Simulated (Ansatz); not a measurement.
**CH₃F₂Ga: small, medium and large basis sets**

One table from this session's results is given with a row withheld; the runs are named, their logs left out.

Program: Ansatz 0.2.0, Gaussian basis. Level of theory: one geometry, several basis sets. These are calculated values, not measurements.

Plan: PBE0-D4/def2-SVP; ωB97M-V/def2-SVP; PBE0-D4/def2-QZVPP; ωB97M-V/def2-QZVPP; the functionals' def2-TZVPP values are taken from earlier runs.

## The geometry

All runs share one geometry, relaxed beforehand with PBE0-D4 in a triple-zeta def2 set.

SMILES `F[CH](F)[GaH2]`, 7 atoms, charge 0, spin multiplicity 1.

Atoms are counted from 1 here; the program's logs count them from 0.

Bond lengths: F1–C2 1.375 Å, C2–F3 1.368 Å, C2–Ga4 2.025 Å, C2–H5 1.096 Å, Ga4–H6 1.567 Å, Ga4–H7 1.563 Å. Angles: F1–C2–F3 107.1°, F1–C2–Ga4 107.6°, F1–C2–H5 106.6°, F3–C2–Ga4 110.8°, F3–C2–H5 106.8°, Ga4–C2–H5 117.4°, C2–Ga4–H6 119.1°, C2–Ga4–H7 117.3°, H6–Ga4–H7 123.6°.

Coordinates:

```xyz
7
charge 0, multiplicity 1
F    -0.1499   -1.6058    0.8318
C     0.5336   -0.4493    0.5371
F     1.6628   -0.8121   -0.1456
Ga   -0.6699    0.6957   -0.6212
H     0.8629   -0.0279    1.4932
H    -1.3317    1.9743   -0.0030
H    -0.9079    0.2252   -2.0923
```

The first run:

File in.yaml:

```yaml
crystal:
  periodic: [false, false, false]
  atoms:
    - {symbol: F, position_ang: [-0.149913, -1.605825, 0.831774]}
    - {symbol: C, position_ang: [0.533647, -0.449318, 0.537057]}
    - {symbol: F, position_ang: [1.662769, -0.812126, -0.145601]}
    - {symbol: Ga, position_ang: [-0.669892, 0.695690, -0.621182]}
    - {symbol: H, position_ang: [0.862923, -0.027940, 1.493183]}
    - {symbol: H, position_ang: [-1.331685, 1.974316, -0.002960]}
    - {symbol: H, position_ang: [-0.907858, 0.225213, -2.092271]}
basis:
  gaussian: {orbitals: def2-SVP}
hamiltonian: {xc: pbe0, dispersion: d4}
output: {orbitals: {seedname: orbitals}}
```

Run with:

```console
$ ansatz run in.yaml --threads 2 --pin off --events-out ev --progress --plain --max-ram 4352MiB
```

Steps of the session up to this table: PBE0-D4 in def2-SVP; ωB97M-V in def2-SVP; PBE0-D4 in def2-QZVPP; ωB97M-V in def2-QZVPP.

One table of the session follows, with a row left open; its other results are not shown here.

It belongs to the step «Functionals by basis». 

| functional | basis | HOMO (eV) | LUMO (eV) |
| --- | --- | --- | --- |
| PBE0-D4 | def2-SVP | -7.76 | -2.00 |
| PBE0-D4 | def2-TZVPP | -7.87 | -2.06 |
| PBE0-D4 | def2-QZVPP | -7.91 | -2.09 |
| ωB97M-V | def2-SVP | -10.00 | -0.25 |
| ωB97M-V | def2-TZVPP | ? | ? |
| ωB97M-V | def2-QZVPP | -10.18 | -0.48 |

Estimate the missing values for ωB97M-V, def2-TZVPP.

As computed: HOMO (eV): -10.14; LUMO (eV): -0.34. In the column «HOMO (eV)» it lies between ωB97M-V, def2-QZVPP (-10.18) and ωB97M-V, def2-SVP (-10.00).
